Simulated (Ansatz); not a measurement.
# Si: the cost of one run

Method: DFT r2SCAN, scalar-relativistic, plane waves, PAW, in Ansatz 0.2.0.

1 further run of the same task is left out (set aside as unsound or not needed).

## 1. The system as given

The structure is cubic, space group Ia-3 (No. 206). The conventional cell has a = 6.647 Å, b = 6.647 Å, c = 6.647 Å, α = 90.00°, β = 90.00°, γ = 90.00°. Si (site symmetry 3) has 4 Si at 2.32 to 2.39 Å in its first shell of neighbours.

As a file:

```cif
data_structure
_symmetry_space_group_name_H-M 'Ia-3'
_symmetry_Int_Tables_number 206
_cell_length_a 6.6472
_cell_length_b 6.6472
_cell_length_c 6.6472
_cell_angle_alpha 90.000
_cell_angle_beta 90.000
_cell_angle_gamma 90.000
_cell_volume 293.71
loop_
_atom_site_label
_atom_site_type_symbol
_atom_site_symmetry_multiplicity
_atom_site_Wyckoff_symbol
_atom_site_fract_x
_atom_site_fract_y
_atom_site_fract_z
_atom_site_occupancy
Si1 Si 16 c 0.10070 0.10070 0.10070 1
```

This cell was relaxed beforehand with the same method: volume 18.36 Å³/atom, gap on the mesh none (metal).

Bulk energy on matching settings, from an earlier run: -638.8804 eV/atom.

## 2. The (110) slab

Planes are indexed in the bulk's conventional cell (Ia-3 (No. 206)), a = 6.647 Å, b = 6.647 Å, c = 6.647 Å, α = 90.00°, β = 90.00°, γ = 90.00°.

The slab is a (110) slab, 11.8 Å thick as cut, with 15 Å of vacuum; its outer planes are Si (top) and Si (bottom).

The slab as cut. Its planes from the bottom up:

```
plane  atoms per cell  height over the lowest (Å)
    1             Si2                        0.00
    2              Si                        0.95
    3              Si                        1.40
    4             Si2                        2.35
    5              Si                        3.30
    6              Si                        3.75
    7             Si2                        4.70
    8              Si                        5.65
    9              Si                        6.10
   10             Si2                        7.05
   11              Si                        8.00
   12              Si                        8.45
   13             Si2                        9.40
   14              Si                       10.35
   15              Si                       10.80
   16             Si2                       11.75
```

## 3. Single point on the unrelaxed (110) slab

A dipole layer in the vacuum cancels the field that periodic copies would set up if the slab's two faces differ.

The input, input.yaml:

```yaml
crystal:
  lattice:
    - [5.7566692588, 0.0, 0.0]
    - [-1.9188897529, 5.4274398266, 0.0]
    - [0.0, 0.0, 26.7507519184]
  atoms:
    - { symbol: Si, position: [0.25, 0.9513996517, 0.2803659509] }
    - { symbol: Si, position: [0.25, 0.5486003483, 0.2803659509] }
    - { symbol: Si, position: [0.8506998259, 0.3506998259, 0.3157533277] }
    - { symbol: Si, position: [0.6006998259, 0.6006998259, 0.3328321938] }
    - { symbol: Si, position: [0.2013996517, 0.0, 0.3682195706] }
    - { symbol: Si, position: [0.7986003483, 0.0, 0.3682195706] }
    - { symbol: Si, position: [0.3993001741, 0.3993001741, 0.4036069474] }
    - { symbol: Si, position: [0.1493001741, 0.6493001741, 0.4206858134] }
    - { symbol: Si, position: [0.75, 0.4513996517, 0.4560731902] }
    - { symbol: Si, position: [0.75, 0.0486003483, 0.4560731902] }
    - { symbol: Si, position: [0.3506998259, 0.8506998259, 0.491460567] }
    - { symbol: Si, position: [0.1006998259, 0.1006998259, 0.508539433] }
    - { symbol: Si, position: [0.7013996517, 0.5, 0.5439268098] }
    - { symbol: Si, position: [0.2986003483, 0.5, 0.5439268098] }
    - { symbol: Si, position: [0.8993001741, 0.8993001741, 0.5793141866] }
    - { symbol: Si, position: [0.6493001741, 0.1493001741, 0.5963930526] }
    - { symbol: Si, position: [0.25, 0.9513996517, 0.6317804294] }
    - { symbol: Si, position: [0.25, 0.5486003483, 0.6317804294] }
    - { symbol: Si, position: [0.8506998259, 0.3506998259, 0.6671678062] }
    - { symbol: Si, position: [0.6006998259, 0.6006998259, 0.6842466723] }
    - { symbol: Si, position: [0.2013996517, 0.0, 0.7196340491] }
    - { symbol: Si, position: [0.7986003483, 0.0, 0.7196340491] }
basis:
  ecutwfc: 500
kpoints:
  mp_grid: { grid: [7, 7, 1] }
hamiltonian:
  xc: r2scan
scf:
  occupations: { method: gaussian, width: 0.1 }
output:
  forces: true
  stress: true
  eigenvalues: true
  write_density: true
  write_potential: true
  elf: true
  volumetric_format: npy
efield:
  axis: 3
  dipole_correction: true
  ramp_width: 0.04
```

Launch:

```sh
ansatz run input.yaml --threads 2 --pin off --max-ram 5120MiB --backend cpu --events-out ev --progress --plain --runs-dir out
```

**Question.** How long does this run take on 2 threads of Arm Neoverse V1, shared host, and how much memory does it need?

About 4.2 min, with a peak of 3.1 GiB.
